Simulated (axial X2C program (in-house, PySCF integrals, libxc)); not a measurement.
# A two-component session on SeCu⁻: properties at the nuclei

Wanted for SeCu⁻: properties at the nuclei, at the two-component level.

The runs use an in-house X2C program for linear molecules on PySCF integrals; two-component X2C with atomic mean-field terms, Se dyall-acv3z, Cu dyall-acv3z.

All values are calculated.

## (1) Set-up

task.json reads:

```json
{"zs": [34, 29], "q": -1, "bas": ["dyall-acv3z", "dyall-acv3z"], "r0": 2.22, "levels": ["PBE0", "HF", "TPSSh", "LDA", "BP86"], "nst": 3}
```

Keys: zs atomic numbers; q charge; bas basis sets; r0 starting distance in Å; levels methods (HF also brings MP2); nst determinants followed.

Command:

```console
python soeom.py task.json out
```

The runs that follow: Expectation values, lowest determinant; Expectation values, a higher determinant; Expectation values, a higher determinant.

What does the calculation give? Wanted: lowest determinant; qzz Se; qzz Cu; higher determinant; Eeff magnitude; Ws magnitude Se; A∥/gI Se (for each run or level that gives them).

**Answer**, as computed:

```
                                        quantity                                            value
                              lowest determinant                             Ω = 0 (closed shell)
                             qzz Se (a.u.), PBE0                                             3.84
                             qzz Cu (a.u.), PBE0                                             0.91
                              higher determinant   Ω = 2 (excess of +ω over −ω: ω = 1/2, ω = 3/2)
Eeff magnitude (GV/cm), PBE0, higher determinant                                             1.96
 Ws magnitude Se (kHz), PBE0, higher determinant                                            0.241
        A∥/gI Se (MHz), PBE0, higher determinant                                              313
         qzz Se (a.u.), PBE0, higher determinant                                            -1.39
                              higher determinant  Ω = 1 (excess of +ω over −ω: ω = -1/2, ω = 3/2)
Eeff magnitude (GV/cm), PBE0, higher determinant                                             1.75
 Ws magnitude Se (kHz), PBE0, higher determinant                                            0.345
        A∥/gI Se (MHz), PBE0, higher determinant                                              351
         qzz Se (a.u.), PBE0, higher determinant                                            -1.47
```

What this shows: The expectation values come from single determinants, which for open shells can mix terms of unlike spin or miss the lowest Ω, so a determinant need not be a state. Eeff is the effective electric field on the electron dipole moment in this Ω state and Ws the scalar–pseudoscalar constant (defined with the proton number Z and per Ω); A∥ is the parallel hyperfine constant, which follows by multiplying with the nuclear g factor gI = μI/(I μN); qzz is the electric field gradient, eQq0 = 234.96 MHz × Q/barn × qzz. The operators were transformed with the bare-nucleus X2C matrices.
